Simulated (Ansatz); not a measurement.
# Br₂H₂O₂Si: one species, many methods

The task here is to estimate one member of a computed series from the others.

The runs use Ansatz 0.2.0, Gaussian basis; functionals in def2-TZVPP, the program's frozen cores in correlated methods.

The runs, in order: LDA (SPW92), PBE-D4, revPBE-D4, BLYP-D4, r2SCAN-D4, B97M-V, PBE0-D4, B3LYP-D4, r2SCANh-D4, r2SCAN0-D4, HSE06-D4, BHLYP-D4, CAM-B3LYP-D4, LC-ωPBE, ωB97X-V, ωB97M-V, B2PLYP, PBE-QIDH; CCSD(T)/def2-SVP; CCSD(T)/def2-TZVPP; MP2/def2-QZVPP; extrapolation to the limit; RPA on PBE.

### The relaxed structure

An earlier PBE0-D4 in a triple-zeta def2 set relaxation fixed the geometry.

SMILES `O[Si](O)(Br)Br`, 7 atoms, charge 0, spin multiplicity 1.

Atoms are counted from 1 here; the program's logs count them from 0.

Bond lengths: O1–Si2 1.623 Å, O1–H6 0.959 Å, Si2–O3 1.616 Å, Si2–Br4 2.193 Å, Si2–Br5 2.214 Å, O3–H7 0.960 Å. Angles: Si2–O1–H6 118.2°, O1–Si2–O3 109.0°, O1–Si2–Br4 112.2°, O1–Si2–Br5 108.7°, O3–Si2–Br4 106.5°, O3–Si2–Br5 111.7°, Br4–Si2–Br5 108.7°, Si2–O3–H7 117.6°.

Geometry (Å):

```mol
Br2H2O2Si
  3D, bonds by distance, orders not assigned

  7  6  0  0  0  0  0  0  0  0999 V2000
   -0.8092    0.2574    1.1349 O   0  0
   -0.0370   -0.0707   -0.2545 Si  0  0
    1.1208   -1.1618    0.0307 O   0  0
   -1.3687   -0.9554   -1.7554 Br  0  0
    0.7955    1.8136   -1.0667 Br  0  0
   -1.4075    1.0067    1.1552 H   0  0
    1.7674   -0.9578    0.7103 H   0  0
  1  2  8  0
  2  3  8  0
  2  4  8  0
  2  5  8  0
  1  6  8  0
  3  7  8  0
M  END
```

Set-up of the first run:

File in.yaml:

```yaml
crystal:
  periodic: [false, false, false]
  atoms:
    - {symbol: O, position_ang: [-0.809160, 0.257376, 1.134909]}
    - {symbol: Si, position_ang: [-0.037043, -0.070709, -0.254486]}
    - {symbol: O, position_ang: [1.120800, -1.161771, 0.030688]}
    - {symbol: Br, position_ang: [-1.368742, -0.955414, -1.755395]}
    - {symbol: Br, position_ang: [0.795523, 1.813601, -1.066679]}
    - {symbol: H, position_ang: [-1.407458, 1.006675, 1.155173]}
    - {symbol: H, position_ang: [1.767380, -0.957757, 0.710291]}
basis:
  gaussian: {orbitals: def2-TZVPP}
hamiltonian: {xc: lda}
output: {orbitals: {seedname: orbitals}}
```

Command:

```sh
$ ansatz run in.yaml --threads 4 --pin off --events-out ev --progress --plain --max-ram 10444MiB
```

Among the steps run: LDA; PBE-D4 (GGA); revPBE-D4 (GGA); BLYP-D4 (GGA); r2SCAN-D4 (meta-GGA); B97M-V (meta-GGA); B3LYP-D4 (hybrid); r2SCANh-D4 (hybrid); r2SCAN0-D4 (hybrid); HSE06-D4 (hybrid); BHLYP-D4 (hybrid); CAM-B3LYP-D4 (range-separated); LC-ωPBE (range-separated); ωB97X-V (range-separated); ωB97M-V (range-separated); B2PLYP (double hybrid); PBE-QIDH (double hybrid).

One of the session's tables, all rows but one given; the rest of the session is left out.

It belongs to the step «Frontier levels by functional». 

```
  functional  HOMO (eV)  gap (eV)
 LDA (SPW92)      -7.29      5.89
      PBE-D4      -7.12      5.98
   revPBE-D4      -7.06      6.03
     BLYP-D4      -6.94      5.85
   r2SCAN-D4      -7.48      6.75
      B97M-V      -7.54      6.84
     PBE0-D4      -8.44      8.24
    B3LYP-D4      -8.16      7.65
  r2SCANh-D4          ?         ?
  r2SCAN0-D4      -8.67      8.72
    HSE06-D4      -8.04      7.46
    BHLYP-D4      -9.57     10.28
CAM-B3LYP-D4      -9.75     10.51
     LC-ωPBE     -11.15     13.23
     ωB97X-V     -10.78     12.70
     ωB97M-V     -10.63     12.22
```

Q: Estimate the row for r2SCANh-D4 from the others.

Worked estimate for «HOMO (eV)». Against the share of exact exchange, r2SCAN-D4 (0, -7.48), r2SCAN0-D4 (0.25, -8.67) give a slope of -4.76 per unit share; at 0.1 the line stands at -7.96.

**Answer.** HOMO (eV): -7.95; gap (eV): 7.54. In «HOMO (eV)» the line misses by -0.01.
